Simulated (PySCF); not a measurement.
# C3H8BP: the cost of one run

The runs use PySCF 2.14.0, with density-fitted response routines of our own; the level of theory stands in each step. All values are computed, except where a source is named. Atoms count from 0, in the outputs and in this text.

## 1. The starting structure

13 atoms, charge 0, multiplicity 1; geometry from: GFN2-xTB. The atoms were then displaced at random by about 0.01 Å, so the start is not that level's minimum.

Bonds of the start (Å): P0–B1 1.91, B1–C2 1.55, C2–C3 1.47, C3–C4 1.46, C4–C2 1.51, P0–H5 1.39, P0–H6 1.38, B1–H7 1.18, C2–H8 1.11, C3–H9 1.07, C3–H10 1.11, C4–H11 1.09, C4–H12 1.09.

## 2. Optimising the geometry at PBE0-D3(BJ)/def2-SVP

What the job is given:

```
{"job": {"xc": "PBE0", "basis": "def2-SVP", "d3": "d3bj", "grid": 1, "shake": 0.01, "kind": "geom"}, "charge": 0, "multiplicity": 1}
P      2.575640    -0.917080    -0.336000
B      0.908010    -0.046210    -0.657990
C     -0.289300    -0.240770     0.303660
C     -1.658610    -0.335840    -0.225030
C     -1.285800     0.872600     0.501450
H      3.415940     0.146500    -0.644600
H      2.660190    -0.741830     1.029880
H      0.785640     0.555690    -1.663260
H     -0.102050    -0.827070     1.226390
H     -1.832610    -0.274140    -1.279770
H     -2.358620    -1.046990     0.271040
H     -1.645870     1.037490     1.521250
H     -1.166730     1.800770    -0.057360
```

The run is started by

```
$ OMP_NUM_THREADS=1 python probes_run.py task.json out
```

The driver reads the jobs from task.json and runs them one after another.

**Question.** How long does this first job take on 1 thread of Intel Xeon Platinum 8259CL at 2.50GHz, shared host, and how much memory does it need?

About 34 s, with a peak of 0.48 GiB.
